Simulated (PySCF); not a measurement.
# MoO₂Cl₂: singlet, from a see-saw (ligand arrangement 2) start

Aim: relax MoO₂Cl₂ as a singlet from a see-saw (ligand arrangement 2) start, check by its vibrations whether the end is a minimum, and collect its spectrum and constants.

Method: PBE0, basis Mo def2-TZVP with ECP28, O def2-TZVP, Cl def2-TZVP, scalar-relativistic core potentials, no spin–orbit coupling, density fitting; program: PySCF 2.14.0.

### 1 Where the work starts

5 atoms, charge 0, spin multiplicity 1.

Bond lengths: Mo1–O2 1.780 Å, Mo1–O3 1.780 Å, Mo1–Cl4 2.370 Å, Mo1–Cl5 2.370 Å. Angles: O2–Mo1–O3 86.9°, O2–Mo1–Cl4 170.0°, O2–Mo1–Cl5 86.9°, O3–Mo1–Cl4 86.9°, O3–Mo1–Cl5 104.0°, Cl4–Mo1–Cl5 86.9°.

```xyz
5
charge 0 multiplicity 1
Mo    0.0000    0.0000    0.0000
O     0.0000   -1.7732    0.1551
O    -1.4027    0.0000    1.0959
Cl    0.0000    2.3610    0.2066
Cl    1.8676    0.0000    1.4591
```

### 2 The SCF at the typed geometry

One driver script runs all steps and calls PySCF; scf.py shows how it sets up the SCF of each step. The optimiser is the driver's own. After this first run the driver tries any further starts and a stability analysis.

Input file scf.py:

```python
from pyscf import gto, scf, dft
mol = gto.M(atom='''
Mo     0.000000     0.000000     0.000000
O     -0.000000    -1.773200     0.155100
O     -1.402700     0.000000     1.095900
Cl     0.000000     2.361000     0.206600
Cl     1.867600     0.000000     1.459100''',
    basis={'Mo': 'def2-TZVP', 'O': 'def2-TZVP', 'Cl': 'def2-TZVP'},
    ecp={'Mo': 'def2-TZVP'},
    charge=0, spin=0)
mf = dft.RKS(mol, xc='PBE0')
mf.grids.atom_grid = (50, 194)
aux = {'Mo': 'def2-universal-JKFIT', 'O': 'def2-universal-JKFIT', 'Cl': 'def2-universal-JKFIT'}
mf = mf.density_fit(auxbasis=aux)
mf.conv_tol = 1e-08
mf.diis_space = 10
mf.max_cycle = 60
mf.init_guess = 'minao'
mf.verbose = 4
mf.kernel()
```

On the command line:

```console
$ OMP_NUM_THREADS=4 python axn.py task.json out
```

Output (excerpt; [...] marks lines left out):

```text
[... the frontier levels of the middle cycles are left out ...]
init E= -1132.08561166914
  HOMO = -0.534084190279606  LUMO = -0.396103554811267  gap/eV = 3.75464
cycle= 1 E= -1138.10032397809  delta_E= -6.01  |g|= 1.73  |ddm|= 4.14
  HOMO = -0.220550870187509  LUMO = -0.103140784842932  gap/eV = 3.19489
cycle= 2 E= -1123.43498009057  delta_E= 14.7  |g|= 7.24  |ddm|= 5.04
  HOMO = -0.265241056419737  LUMO = -0.187779432115412  gap/eV = 2.10784
cycle= 3 E= -1138.63993589151  delta_E= -15.2  |g|= 0.667  |ddm|= 4.55
cycle= 4 E= -1138.58944148934  delta_E= 0.0505  |g|= 0.805  |ddm|= 0.839
cycle= 5 E= -1138.68825970005  delta_E= -0.0988  |g|= 0.456  |ddm|= 0.509
cycle= 6 E= -1138.71620675048  delta_E= -0.0279  |g|= 0.266  |ddm|= 0.209
cycle= 7 E= -1138.72157935287  delta_E= -0.00537  |g|= 0.204  |ddm|= 0.0676
cycle= 8 E= -1138.72851283882  delta_E= -0.00693  |g|= 0.0639  |ddm|= 0.0796
cycle= 9 E= -1138.72927411162  delta_E= -0.000761  |g|= 0.01  |ddm|= 0.0314
cycle= 10 E= -1138.7292952706  delta_E= -2.12e-05  |g|= 0.0034  |ddm|= 0.0103
cycle= 11 E= -1138.72929841344  delta_E= -3.14e-06  |g|= 0.000835  |ddm|= 0.00332
cycle= 12 E= -1138.72929861196  delta_E= -1.99e-07  |g|= 0.000283  |ddm|= 0.000929
cycle= 13 E= -1138.72929863522  delta_E= -2.33e-08  |g|= 8.27e-05  |ddm|= 0.00027
cycle= 14 E= -1138.72929863814  delta_E= -2.92e-09  |g|= 1.9e-05  |ddm|= 0.000121
  HOMO = -0.323277865801847  LUMO = -0.194035008285302  gap/eV = 3.51688
Extra cycle  E= -1138.72929863752  delta_E= 6.18e-10  |g|= 6.43e-05  |ddm|= 4.54e-05
converged SCF energy = -1138.72929863752
```

This step, with its further starts and checks, needed 24 s of wall time on 4 threads of Arm Neoverse V2, shared host.

Energies from each starting density:

```
                      start   energy (Eh)
    the minimal-basis guess  -1138.729299
a thermally smeared density  -1138.729299
      a smeared PBE density  -1138.729299
```

No lower closed-shell solution turned up from the other starts or in the test of internal stability.

### 3 Relaxing the singlet from the see-saw (ligand arrangement 2) start

The program finds C1 symmetry in the start. The walk stops when the largest gradient is under 0.0003 Eh/bohr and the energy has settled too.

Changes to scf.py since step 2:

```diff
@@ -3,5 +3,5 @@
-Mo     0.000000     0.000000     0.000000
-O     -0.000000    -1.773200     0.155100
-O     -1.402700     0.000000     1.095900
-Cl     0.000000     2.361000     0.206600
-Cl     1.867600     0.000000     1.459100''',
+Mo    -0.214538    -0.271223    -0.391613
+O     -0.214538    -2.044423    -0.236513
+O     -1.617238    -0.271223     0.704287
+Cl    -0.214538     2.089777    -0.185013
+Cl     1.653062    -0.271223     1.067487''',
@@ -18 +17,0 @@
-mf.init_guess = 'minao'
```

Steps of the walk:

```
step   energy (Eh)  change (kJ/mol)  largest gradient (Eh/bohr)
   0  -1138.729299             0.00                     0.15719
   1  -1138.787152          -151.89                     0.05372
   2  -1138.816791          -229.71                     0.04929
   3  -1138.839975          -290.58                     0.06301
   4  -1138.859194          -341.04                     0.02954
   5  -1138.872923          -377.09                     0.02513
   6  -1138.873997          -379.90                     0.04023
   7  -1138.875838          -384.74                     0.01199
   8  -1138.876148          -385.55                     0.00418
   9  -1138.876203          -385.70                     0.00151
  10  -1138.876237          -385.79                     0.00072
  11  -1138.876249          -385.82                     0.00032
  12  -1138.876250          -385.82                     0.00012
```

The walk took 50 s.

Positions (Å) and forces (eV/Å) along the way:

```
step 0
Mo  -0.215  -0.271  -0.392  -3.991  -4.494   8.083
O   -0.215  -2.044  -0.237   0.989   3.813  -2.517
O   -1.617  -0.271   0.704   3.763   0.893  -3.359
Cl  -0.215   2.090  -0.185   0.329  -0.360  -1.163
Cl   1.653  -0.271   1.067  -1.090   0.148  -1.044
step 1
Mo  -0.262  -0.315  -0.233   0.642  -0.565   2.762
O   -0.178  -2.001  -0.335   0.311   0.477  -1.859
O   -1.600  -0.244   0.704  -0.620   0.166   0.545
Cl  -0.202   2.063  -0.245   0.203  -0.122  -1.265
Cl   1.634  -0.271   1.067  -0.537   0.043  -0.183
step 6
Mo  -0.209  -0.238   0.156  -0.101   0.644   2.068
O   -0.229  -1.483  -0.901   0.024  -1.357  -1.400
O   -1.585  -0.404   1.090   0.216   0.082  -0.131
Cl  -0.209   1.726  -0.839  -0.079   0.709  -0.522
Cl   1.625  -0.369   1.453  -0.060  -0.077  -0.015
step 12
Mo  -0.195  -0.228   0.183  -0.002   0.006   0.001
O   -0.214  -1.468  -0.926  -0.001   0.001  -0.002
O   -1.567  -0.393   1.108   0.001  -0.006   0.000
Cl  -0.252   1.739  -0.894   0.001   0.004   0.005
Cl   1.620  -0.419   1.487   0.000  -0.006  -0.004
```

After 12 steps and 385.8 kJ/mol it ends at C2v: Mo–Cl 2.243 Å (×2), Mo–O 1.663 Å (×2); Cl–Mo–Cl 112.0°, Cl–Mo–O 109.5° (×4), O–Mo–O 106.7°.

### 4 Is it a minimum? Harmonic modes

The point is checked on the finer grid, and tightened if its gradient asks for it. The Hessian and the dipole derivatives come from central differences of analytic gradients, with steps of 0.02 bohr.

Changes to scf.py since step 3:

```diff
@@ -3,5 +3,5 @@
-Mo    -0.214538    -0.271223    -0.391613
-O     -0.214538    -2.044423    -0.236513
-O     -1.617238    -0.271223     0.704287
-Cl    -0.214538     2.089777    -0.185013
-Cl     1.653062    -0.271223     1.067487''',
+Mo    -0.197016    -0.199183    -0.025696
+O     -0.216313    -1.439165    -1.134018
+O     -1.567987    -0.364769     0.901301
+Cl    -0.250759     1.768728    -1.100200
+Cl     1.617942    -0.386503     1.278515''',
@@ -12 +12 @@
-mf.grids.atom_grid = (50, 194)
+mf.grids.atom_grid = (75, 302)
@@ -15 +15 @@
-mf.conv_tol = 1e-08
+mf.conv_tol = 1e-10
```

This SCF starts from the last density.

Log of the central SCF (cycles and frontier levels):

```text
init E= -1138.87621375272
  HOMO = -0.366506507484578  LUMO = -0.140143391552824  gap/eV = 6.15965
cycle= 1 E= -1138.87621375228  delta_E= 4.41e-10  |g|= 5.01e-05  |ddm|= 2.98e-05
  HOMO = -0.366505126842889  LUMO = -0.1401434520772  gap/eV = 6.15961
cycle= 2 E= -1138.876213747  delta_E= 5.28e-09  |g|= 0.000173  |ddm|= 0.000102
  HOMO = -0.366505977182151  LUMO = -0.140143141173638  gap/eV = 6.15965
cycle= 3 E= -1138.87621375276  delta_E= -5.76e-09  |g|= 2.29e-06  |ddm|= 7.94e-05
  HOMO = -0.366506095981424  LUMO = -0.140143326111192  gap/eV = 6.15964
cycle= 4 E= -1138.87621375276  delta_E= -9.09e-13  |g|= 5.16e-07  |ddm|= 1.62e-06
  HOMO = -0.366506180097248  LUMO = -0.140143283704601  gap/eV = 6.15965
Extra cycle  E= -1138.87621375276  delta_E= -3.64e-12  |g|= 1.84e-06  |ddm|= 9.72e-07
converged SCF energy = -1138.87621375276
```

The whole step took 83 s.

Geometry: C2v; Mo–Cl 2.243 Å (×2), Mo–O 1.663 Å (×2); Cl–Mo–Cl 111.8°, Cl–Mo–O 109.5° (×4), O–Mo–O 106.7°.

Modes, for the most abundant isotopes:

```
symmetry  ω (cm⁻¹)  IR (km/mol)  μ (u)     type
      a1       119          0.5  36.63     bend
      b1       180          3.5  26.36     bend
      a2       212          0.0  17.84     bend
      b2       243          4.1  20.02     bend
      a1       353          2.2  19.26     bend
      a1       449         31.1  31.71    mixed
      b2       464          118  45.57  stretch
      b1      1049          183  18.90  stretch
      a1      1082          120  17.65  stretch
```

All wavenumbers are real: a minimum.

Properties at this point:

```yaml
Dipole_moment: 1.24 D
Highest_occupied_level: -9.97 eV
Lowest_empty_level: -3.81 eV
Rotational_constants: 0.09198, 0.05654, 0.04587 cm⁻¹
Zero-point_energy: 24.8 kJ/mol
Principal_polarisabilities: 55.8, 65.1, 76.9 bohr³
Atomisation_energy_without_zero-point_energy: 1942 kJ/mol
Principal_traceless_quadrupole_moments_about_the_centre_of_mass: -1.97, -1.07, 3.04 D Å
Entropy_at_298.15_K_and_1_bar: 338.2 J/(mol K)
Heat_capacity_Cp_at_298.15_K: 84.6 J/(mol K)
Enthalpy_at_298.15_K_above_0_K: 18.48 kJ/mol
Rotational_symmetry_number: 2
```

Charges (e) and bond orders:

```json
{"atom": "Mo1", "Mulliken": "1.59", "Löwdin": "0.25", "polar tensor": "2.19", "Mayer order to Mo1": "–"}
{"atom": "O2,3", "Mulliken": "-0.48", "Löwdin": "-0.23", "polar tensor": "-0.63", "Mayer order to Mo1": "1.94"}
{"atom": "Cl4,5", "Mulliken": "-0.32", "Löwdin": "0.11", "polar tensor": "-0.46", "Mayer order to Mo1": "0.99"}
```

Outer orbital energies (eV). occupied: -12.41, -11.75, -10.93, -10.46, -10.45, -10.06, -10.03, -9.97; empty: -3.81, -3.15, -2.66, -1.28.

Mulliken populations on Mo1 (outside its core potential): s 2.21, p 6.34, d 3.77, f 0.09.

### 5 Stability of the closed shell

At the lowest minimum the closed shell is tested against spin polarisation, on the (50, 194) grid. It is stable.

### 6 Outcome

```
                                 quantity                                                                                       value
                                  minimum                                                                                singlet, C2v
                                 geometry  Mo–Cl 2.243 Å (×2), Mo–O 1.663 Å (×2); Cl–Mo–Cl 111.8°, Cl–Mo–O 109.5° (×4), O–Mo–O 106.7°
                       wavenumbers (cm⁻¹)  119 (a1), 180 (b1), 212 (a2), 243 (b2), 353 (a1), 449 (a1), 464 (b2), 1049 (b1), 1082 (a1)
                            dipole moment                                                                                      1.24 D
     highest occupied, lowest empty level                                                                             -9.97, -3.81 eV
               polar-tensor charge of Mo1                                                                                     +2.19 e
                        zero-point energy                                                                                 24.8 kJ/mol
                      entropy at 298.15 K                                                                             338.2 J/(mol K)
atomisation energy (no zero-point energy)                                                                                 1942 kJ/mol
```

**Reading.** From C1 at the start the molecule goes to a C2v minimum. The strongest infrared band lies at 1049 cm⁻¹ (b1, stretch). Only this shape and spin were tried, so other structures or states may lie lower.

The search up to here needed 2.8 min of wall time on 4 threads of Arm Neoverse V2, shared host.
